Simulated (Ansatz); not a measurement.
# AlF2H3OSi: the cost of one run

All numbers below are computed with Ansatz 0.2.0 (RKS PBE/6-31G*).

### 1 The structure to begin with

Bond lengths: Al1–F2 1.690 Å, Al1–O3 1.780 Å, O3–Si4 1.680 Å, Si4–H5 1.460 Å, Si4–H6 1.460 Å, Si4–H7 1.460 Å, Al1–F8 1.690 Å. Angles: F2–Al1–O3 120.0°, F2–Al1–F8 120.0°, O3–Al1–F8 120.0°, Al1–O3–Si4 125.0°, O3–Si4–H5 109.5°, O3–Si4–H6 109.5°, O3–Si4–H7 109.5°, H5–Si4–H6 109.4°, H5–Si4–H7 109.4°, H6–Si4–H7 109.4°.

Structure file:

```xyz
8

Al    0.0000    0.0000    0.0000
F     0.0000    0.0000    1.6900
O     1.5415    0.0000   -0.8900
Si    2.3874   -1.3760   -1.3520
H     1.4599   -2.3514   -1.9176
H     3.3882   -1.0195   -2.3535
H     3.0504   -1.9546   -0.1870
F    -1.4635    0.0000   -0.8450
```

### 2 Preparing the start

File input.yaml:

```yaml
crystal:
  periodic: [false, false, false]
  atoms:
    - { symbol: Al, position_ang: [0.0, 0.0, 0.0] }
    - { symbol: F, position_ang: [0.0, 0.0, 1.69] }
    - { symbol: O, position_ang: [1.5415, 0.0, -0.89] }
    - { symbol: Si, position_ang: [2.3874, -1.376, -1.352] }
    - { symbol: H, position_ang: [1.4599, -2.3514, -1.9176] }
    - { symbol: H, position_ang: [3.3882, -1.0195, -2.3535] }
    - { symbol: H, position_ang: [3.0504, -1.9546, -0.187] }
    - { symbol: F, position_ang: [-1.4635, 0.0, -0.845] }
basis:
  gaussian: { orbitals: "6-31G*" }
hamiltonian:
  xc: pbe
relax:
  f_tol: 0.02
  max_steps: 40
```

The run is started by

```
$ ansatz run input.yaml --threads 1 --pin off --max-ram 2048MiB --backend cpu --events-out ev --progress --plain --runs-dir out
```

What time and memory should one allow on 1 thread of Arm Neoverse V1, shared host?

About 42 s, with a peak of 0.15 GiB.
